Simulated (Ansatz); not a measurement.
# F2HSSi, SMILES F[SiH](F)[S]: an atomisation energy

With Ansatz's Python interface.

The cells in order, each with its output:

In [1]:
```python
from collections import Counter
from dataclasses import dataclass

import ansatz
```

In [2]:
```python
@dataclass
class RunConfig:
    basis: str = "def2-SVP"
    xc: str = "pbe0"
    vdw: str = "d3bj"
```

In [3]:
```python
settings = RunConfig()
```

In [4]:
```python
def energy(molecule, charge=0, unpaired=0):
    calc = (
        molecule.calculation()
        .basis(gaussian=settings.basis)
        .functional(settings.xc, dispersion=settings.vdw)
    )
    if charge:
        calc = calc.charge(charge)
    if unpaired:
        calc = calc.spin("collinear", total=unpaired)
    return calc.run().report["free_energy_ev"]

GEOMETRY = """
F    -0.28900   -0.50800    1.53930
Si    0.08160    0.01740    0.05840
F     0.05690    1.62370   -0.00090
S    -1.24350   -0.70850   -1.35820
H     1.44390   -0.49830   -0.28000
"""
```

In [5]:
```python
system = ansatz.Crystal.molecule()
for line in GEOMETRY.strip().splitlines():
    symbol, *xyz = line.split()
    system = system.atom(symbol, [float(v) for v in xyz])
```

In [6]:
```python
# Hund ground states
unpaired = {"F": 1, "Si": 2, "S": 2, "H": 1}
counts = Counter(site.symbol for site in system.cartesian_sites)
atom_energy = {s: energy(ansatz.Crystal.molecule().atom(s, (0, 0, 0)), 0, unpaired[s]) for s in counts}
whole = energy(system, 0, 1)
for s, e in atom_energy.items():
    print(f"{s:2s} x{counts[s]}  {e:14.5f} eV")
print(f"F2HSSi: {whole:.5f} eV")
split = sum(counts[s] * e for s, e in atom_energy.items()) - whole
print(f"atomisation energy (no zero-point term): {split:.3f} eV, {split / sum(counts.values()):.3f} eV an atom")
```
```text
F  x2     -2708.86787 eV
Si x1     -7868.22521 eV
S  x1    -10825.72021 eV
H  x1       -13.61361 eV
F2HSSi: -24143.25907 eV
atomisation energy (no zero-point term): 17.964 eV, 3.593 eV an atom
```

17.964 eV from the electronic energies, without the zero-point term.

These settings explore the input space; basis and method may be short of convergence. The geometry is a force-field or estimated start, not a minimum of this method, and the basis set is short of its limit. All parts are taken at fixed geometry, without zero-point energy. The species is open-shell (spin multiplicity 2). Run time: 6.7 s on 1 thread of Arm Neoverse V2 (shared host), peak memory 0.25 GiB.
